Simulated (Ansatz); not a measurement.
# ZrCo3B2: the cost of one run

Computed with Ansatz 0.2.0 (DFT r2SCAN, scalar-relativistic, plane waves, PAW, unless a step's input says otherwise).

**1. The structure to begin with**

It takes space group P6/mmm (No. 191, hexagonal). Conventional cell: a = 4.863 Å, b = 4.863 Å, c = 3.043 Å, α = 90.00°, β = 90.00°, γ = 120.00°. Zr (site symmetry 6/mmm) is surrounded by 6 B at 2.81 Å and 12 Co at 2.87 Å and 2 Zr at 3.04 Å. Around Co (site symmetry mmm) lie 4 B at 2.07 Å. B (site symmetry -6m2) has 6 Co at 2.07 Å and 3 Zr at 2.81 Å in its first shell of neighbours.

Structure file:

```
Zr Co B
1.0
     4.86300    0.00000    0.00000
    -2.43150    4.21148    0.00000
     0.00000    0.00000    3.04300
Zr Co B
1 3 2
Direct
  0.00000 0.00000 0.00000
  0.50000 0.00000 0.50000
  0.50000 0.50000 0.50000
  0.00000 0.50000 0.50000
  0.33333 0.66667 0.00000
  0.66667 0.33333 0.00000
```

The structure comes from the Crystallography Open Database.

(A quick probe on a coarse mesh, which set the mesh and smearing, is not shown.)

**3. Full relaxation**

input.yaml reads:

```yaml
crystal:
  lattice:
    - [4.8629993338, 0.0, 0.0]
    - [-2.4314996669, 4.2114809616, 0.0]
    - [0.0, 0.0, 3.043]
  atoms:
    - { symbol: Zr, position: [0.0, 0.0, 0.0], spin: 0.11 }
    - { symbol: Co, position: [0.5, 0.0, 0.5], spin: 0.03 }
    - { symbol: Co, position: [0.5, 0.5, 0.5], spin: 0.03 }
    - { symbol: Co, position: [0.0, 0.5, 0.5], spin: 0.03 }
    - { symbol: B, position: [0.3333333333, 0.6666666667, 0.0] }
    - { symbol: B, position: [0.6666666667, 0.3333333333, 0.0] }
basis:
  ecutwfc: 500
kpoints:
  mp_grid: { grid: [12, 12, 12] }
hamiltonian:
  xc: r2scan
scf:
  occupations: { method: gaussian, width: 0.1 }
output:
  forces: true
  stress: true
  eigenvalues: true
  populations: true
  write_density: true
  write_potential: true
  elf: true
  volumetric_format: npy
magnetization:
  spin_polarized: true
relax:
  adjacent_minimum: "off"
  f_tol: 0.005
  max_steps: 80
  cell: { stress_tol: 0.05 }
```

The run is started by

```console
$ ansatz run input.yaml --threads 1 --pin off --max-ram 2560MiB --backend cpu --events-out ev --progress --plain --runs-dir out
```

Q: Estimate wall time and peak memory on 1 thread of Oxide Virtual Turin-like (Zen 5), shared host.

About 11 min, with a peak of 1.1 GiB.
